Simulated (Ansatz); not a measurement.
# Nb2Sn2S: the cost of one run

Method: DFT PBE, scalar-relativistic, plane waves, PAW, in Ansatz 0.2.0.

1 further run of the same task is left out (set aside as unsound or not needed).

### Step 1. The structure to begin with

Symmetry: Fmmm, No. 69, orthorhombic system. Conventional cell: a = 6.338 Å, b = 6.354 Å, c = 11.752 Å, α = 90.00°, β = 90.00°, γ = 90.00°. Nb (site symmetry 222) has 4 Sn at 2.78 Å and 4 Nb at 3.17 to 3.18 Å and 4 S at 3.70 Å in its first shell of neighbours. Sn (site symmetry mm2) has 1 Sn at 2.60 Å and 4 Nb at 2.78 Å and 4 S at 3.42 to 3.43 Å in its first shell of neighbours. Around S (site symmetry mmm) lie 8 Sn at 3.42 to 3.43 Å and 8 Nb at 3.70 Å.

As a file:

```cif
data_structure
_symmetry_space_group_name_H-M 'Fmmm'
_symmetry_Int_Tables_number 69
_cell_length_a 6.3376
_cell_length_b 6.3535
_cell_length_c 11.7522
_cell_angle_alpha 90.000
_cell_angle_beta 90.000
_cell_angle_gamma 90.000
_cell_volume 473.21
loop_
_atom_site_label
_atom_site_type_symbol
_atom_site_symmetry_multiplicity
_atom_site_Wyckoff_symbol
_atom_site_fract_x
_atom_site_fract_y
_atom_site_fract_z
_atom_site_occupancy
Nb1 Nb 8 f 0.75000 0.75000 0.25000 1
Sn1 Sn 8 i 0.50000 0.00000 0.11054 1
S1 S 4 a 0.00000 0.00000 0.00000 1
```

Recipe of the guess: species swapped into a database cell of SmAl2Zn2 (Fmmm, No. 69), with S on the Sm sites, Nb on the Al sites and Sn on the Zn sites. The dimensions are guesses.

### Step 2. Probe: one point on a coarse mesh

Contents of input.yaml:

```yaml
crystal:
  lattice:
    - [0.0, 3.17676925, 5.87611339]
    - [3.16877502, 0.0, 5.87611339]
    - [3.16877502, 3.17676925, 0.0]
  atoms:
    - { symbol: Nb, position: [0.25, 0.25, 0.25] }
    - { symbol: Nb, position: [0.75, 0.75, 0.75] }
    - { symbol: Sn, position: [0.61054426, 0.61054426, 0.38945574] }
    - { symbol: Sn, position: [0.38945574, 0.38945574, 0.61054426] }
    - { symbol: S, position: [0.0, 0.0, 0.0] }
basis:
  ecutwfc: 420
kpoints:
  mp_grid: { grid: [4, 4, 4] }
hamiltonian:
  xc: pbe
scf:
  occupations: { method: gaussian, width: 0.1 }
  lower_state_search: "off"
output:
  forces: true
  stress: true
  eigenvalues: true
```

Started as:

```sh
ansatz run input.yaml --threads 1 --pin off --max-ram 2560MiB --backend cpu --events-out ev --progress --plain --runs-dir out
```

What time and memory should one allow on 1 thread of Arm Neoverse V2, shared host?

About 3.8 s, with a peak of 0.4 GiB.
